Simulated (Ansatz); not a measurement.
**C₅H₁₂OSn: up Jacob's ladder to CCSD(T)**

One table from this session's results is given with a row withheld; the runs are named, their logs left out.

The runs use Ansatz 0.2.0, Gaussian basis; functionals in def2-TZVPP, the program's frozen cores in correlated methods.

The runs, in order: LDA (SPW92), PBE-D4, revPBE-D4, BLYP-D4, r2SCAN-D4, B97M-V, PBE0-D4, B3LYP-D4, r2SCANh-D4, r2SCAN0-D4, HSE06-D4, BHLYP-D4, CAM-B3LYP-D4, LC-ωPBE, ωB97X-V, ωB97M-V, B2PLYP, PBE-QIDH; CCSD(T)/def2-SVP; CCSD(T)/def2-TZVPP; MP2/def2-QZVPP; extrapolation to the limit; RPA on PBE.

**Structure used throughout**

The geometry comes from an earlier relaxation with PBE0-D4 in a triple-zeta def2 set; it is a stationary point, not always the lowest conformer. Sn takes the def2 core potential; no spin-orbit term is included.

SMILES `C=C[CH2][SnH]([CH3])[O]C`, 19 atoms, charge 0, spin multiplicity 1.

Atoms are counted from 1 here; the program's logs count them from 0.

Bond lengths: C1–C2 1.329 Å, C1–H8 1.086 Å, C1–H9 1.083 Å, C2–C3 1.481 Å, C2–H10 1.089 Å, C3–Sn4 2.165 Å, C3–H11 1.092 Å, C3–H12 1.092 Å, Sn4–C5 2.125 Å, Sn4–O6 1.975 Å, Sn4–H13 1.721 Å, C5–H14 1.090 Å, C5–H15 1.090 Å, C5–H16 1.090 Å, O6–C7 1.399 Å, C7–H17 1.095 Å, C7–H18 1.101 Å, C7–H19 1.101 Å. Angles: C2–C1–H8 121.5°, C2–C1–H9 121.4°, H8–C1–H9 117.1°, C1–C2–C3 125.7°, C1–C2–H10 118.3°, C3–C2–H10 116.0°, C2–C3–Sn4 110.3°, C2–C3–H11 112.3°, C2–C3–H12 112.0°, Sn4–C3–H11 107.5°, Sn4–C3–H12 106.1°, H11–C3–H12 108.3°, C3–Sn4–C5 113.8°, C3–Sn4–O6 106.1°, C3–Sn4–H13 111.4°, C5–Sn4–O6 102.9°, C5–Sn4–H13 115.2°, O6–Sn4–H13 106.4° and more.

Set-up of the first run:

File in.yaml:

```yaml
crystal:
  periodic: [false, false, false]
  atoms:
    - {symbol: C, position_ang: [-1.860169, -0.010067, -1.883769]}
    - {symbol: C, position_ang: [-1.755750, -0.717792, -0.763817]}
    - {symbol: C, position_ang: [-0.552150, -1.456301, -0.318564]}
    - {symbol: Sn, position_ang: [0.571160, -0.273051, 1.104614]}
    - {symbol: C, position_ang: [-0.644508, 0.872369, 2.418031]}
    - {symbol: O, position_ang: [1.504209, 1.110514, 0.048851]}
    - {symbol: C, position_ang: [2.434191, 0.734886, -0.926109]}
    - {symbol: H, position_ang: [-1.040308, 0.056295, -2.592256]}
    - {symbol: H, position_ang: [-2.767253, 0.529308, -2.127235]}
    - {symbol: H, position_ang: [-2.607399, -0.740409, -0.085593]}
    - {symbol: H, position_ang: [-0.802257, -2.402578, 0.166357]}
    - {symbol: H, position_ang: [0.130127, -1.664385, -1.145914]}
    - {symbol: H, position_ang: [1.795903, -1.208396, 1.870070]}
    - {symbol: H, position_ang: [-1.374474, 1.426483, 1.827967]}
    - {symbol: H, position_ang: [-0.018729, 1.576039, 2.966531]}
    - {symbol: H, position_ang: [-1.166054, 0.227609, 3.126028]}
    - {symbol: H, position_ang: [2.880679, 1.639326, -1.352465]}
    - {symbol: H, position_ang: [1.977496, 0.173756, -1.755482]}
    - {symbol: H, position_ang: [3.253688, 0.121995, -0.520748]}
basis:
  gaussian: {orbitals: def2-TZVPP}
hamiltonian: {xc: lda}
output: {orbitals: {seedname: orbitals}}
```

Steps of the session up to this table: LDA; PBE-D4 (GGA); revPBE-D4 (GGA); BLYP-D4 (GGA); r2SCAN-D4 (meta-GGA); B97M-V (meta-GGA); PBE0-D4 (hybrid); B3LYP-D4 (hybrid); r2SCANh-D4 (hybrid); r2SCAN0-D4 (hybrid); HSE06-D4 (hybrid); BHLYP-D4 (hybrid); CAM-B3LYP-D4 (range-separated); LC-ωPBE (range-separated); ωB97X-V (range-separated); ωB97M-V (range-separated); B2PLYP (double hybrid); PBE-QIDH (double hybrid).

One of the session's tables, all rows but one given; the rest of the session is left out.

It belongs to the step «Frontier levels by functional». 

| functional | HOMO (eV) | gap (eV) |
| --- | --- | --- |
| LDA (SPW92) | -5.69 | 4.43 |
| PBE-D4 | -5.54 | 4.52 |
| revPBE-D4 | -5.47 | 4.55 |
| BLYP-D4 | -5.42 | 4.50 |
| r2SCAN-D4 | -5.76 | 4.99 |
| B97M-V | -5.83 | 5.08 |
| PBE0-D4 | -6.70 | 6.65 |
| B3LYP-D4 | -6.50 | 6.18 |
| r2SCANh-D4 | -6.20 | 5.77 |
| r2SCAN0-D4 | -6.83 | 6.91 |
| HSE06-D4 | -6.30 | 5.88 |
| BHLYP-D4 | -7.65 | 8.49 |
| CAM-B3LYP-D4 | ? | ? |
| LC-ωPBE | -9.28 | 11.41 |
| ωB97X-V | -8.93 | 10.87 |
| ωB97M-V | -8.84 | 10.36 |

**Question.** Estimate the row for CAM-B3LYP-D4.

As computed: HOMO (eV): -7.97; gap (eV): 8.96. In the column «HOMO (eV)» it lies between ωB97M-V (-8.84) and BHLYP-D4 (-7.65).
